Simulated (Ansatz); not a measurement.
# SbTeH3: single points off equilibrium

Aim: energy, forces and dipole at a structure displaced at random from a GFN2-xTB minimum, from CCSD(T) and from density functionals.

Program: Ansatz 0.2.0, Gaussian basis. Level of theory: single points in def2-TZVPP. These are calculated values, not measurements.

Correlated methods freeze the cores. Filled d shells of the heavier atoms are correlated. Core potentials replace the inner electrons past krypton, and spin-orbit coupling is left out.

## (1) Where the work starts

SMILES `[SbH2][TeH]`, 5 atoms, charge 0, spin multiplicity 1.

Atoms are counted from 1 here; the program's logs count them from 0.

Bond lengths: Sb1–Te2 2.725 Å, Sb1–H3 1.611 Å, Sb1–H4 1.638 Å, Te2–H5 1.396 Å. Angles: Te2–Sb1–H3 95.5°, Te2–Sb1–H4 76.4°, H3–Sb1–H4 87.6°, Sb1–Te2–H5 95.6°.

Geometry (Å):

```
Sb   -0.9011   -0.9689   -0.4293
Te    0.3276    1.3923   -1.0121
H    -1.0569   -0.6753    1.1474
H     0.6818   -1.2781   -0.1460
H     1.0555    1.4649    0.1766
```

## (2) CCSD(T)/def2-TZVPP

The input, run/in.yaml:

```yaml
crystal:
  periodic: [false, false, false]
  atoms:
    - {symbol: Sb, position_ang: [-0.901100, -0.968900, -0.429300]}
    - {symbol: Te, position_ang: [0.327600, 1.392300, -1.012100]}
    - {symbol: H, position_ang: [-1.056900, -0.675300, 1.147400]}
    - {symbol: H, position_ang: [0.681800, -1.278100, -0.146000]}
    - {symbol: H, position_ang: [1.055500, 1.464900, 0.176600]}
basis:
  gaussian: {orbitals: def2-TZVPP}
correlation: {method: ccsd_t}
output: {forces: true}
```

No record of the launch command was kept for these runs.

## (3) PBE0-D4/def2-TZVPP

run/in.yaml: that of step 2 with these lines changed.

```diff
@@ -10,3 +10,3 @@
   gaussian: {orbitals: def2-TZVPP}
-correlation: {method: ccsd_t}
-output: {forces: true}
+hamiltonian: {xc: pbe0, dispersion: d4}
+output: {forces: true, orbitals: {seedname: orbitals}}
```

## (4) wB97M-V/def2-TZVPP

run/in.yaml: that of step 3 with these lines changed.

```diff
@@ -10,3 +10,3 @@
   gaussian: {orbitals: def2-TZVPP}
-hamiltonian: {xc: pbe0, dispersion: d4}
-output: {forces: true, orbitals: {seedname: orbitals}}
+hamiltonian: {xc: {name: wB97M-V}}
+output: {forces: true}
```

## (5) r2SCAN-D4/def2-TZVPP

run/in.yaml: that of step 4 with these lines changed.

```diff
@@ -10,3 +10,3 @@
   gaussian: {orbitals: def2-TZVPP}
-hamiltonian: {xc: {name: wB97M-V}}
+hamiltonian: {xc: r2scan, dispersion: d4}
 output: {forces: true}
```

## (6) PBE-D4/def2-TZVPP

run/in.yaml: that of step 5 with these lines changed.

```diff
@@ -10,3 +10,3 @@
   gaussian: {orbitals: def2-TZVPP}
-hamiltonian: {xc: r2scan, dispersion: d4}
+hamiltonian: {xc: pbe, dispersion: d4}
 output: {forces: true}
```

## (7) B97M-V/def2-TZVPP

run/in.yaml: that of step 6 with these lines changed.

```diff
@@ -10,3 +10,3 @@
   gaussian: {orbitals: def2-TZVPP}
-hamiltonian: {xc: pbe, dispersion: d4}
+hamiltonian: {xc: {name: B97M-V}}
 output: {forces: true}
```

## (8) revPBE-D4/def2-TZVPP

run/in.yaml: that of step 7 with these lines changed.

```diff
@@ -10,3 +10,3 @@
   gaussian: {orbitals: def2-TZVPP}
-hamiltonian: {xc: {name: B97M-V}}
+hamiltonian: {xc: {name: revPBE}, dispersion: d4}
 output: {forces: true}
```

(Steps that only read results are left out.)

What does the calculation give? Wanted: energy less free atoms, CCSD(T)/def2-TZVPP; RMS force component; RMS force error; HOMO and LUMO, PBE0-D4; T1 diagnostic.

As calculated:

| quantity | value |
| --- | --- |
| energy less free atoms, CCSD(T)/def2-TZVPP | -880.1 kJ/mol |
| RMS force component | 3.023 to 3.213 eV/Å over the methods |
| RMS force error | PBE0-D4 0.119, wB97M-V 0.078, r2SCAN-D4 0.114, PBE-D4 0.260, B97M-V 0.155, revPBE-D4 0.289 eV/Å |
| HOMO and LUMO, PBE0-D4 | -6.26 and -1.64 eV |
| T1 diagnostic | 0.012 |

**Reading.** Against CCSD(T) the functionals' energies less atoms differ by -47.9 to -4.1 kJ/mol, PBE-D4 by -33.7 kJ/mol. CCSD(T) in triple zeta still lacks some correlation energy of the bonds, so part of these gaps is its own basis error and they don't rank the functionals. On forces the order runs from wB97M-V to revPBE-D4. Frozen-core CCSD(T) forces in triple zeta carry basis errors of their own, and this is one geometry, so small gaps rank nothing.
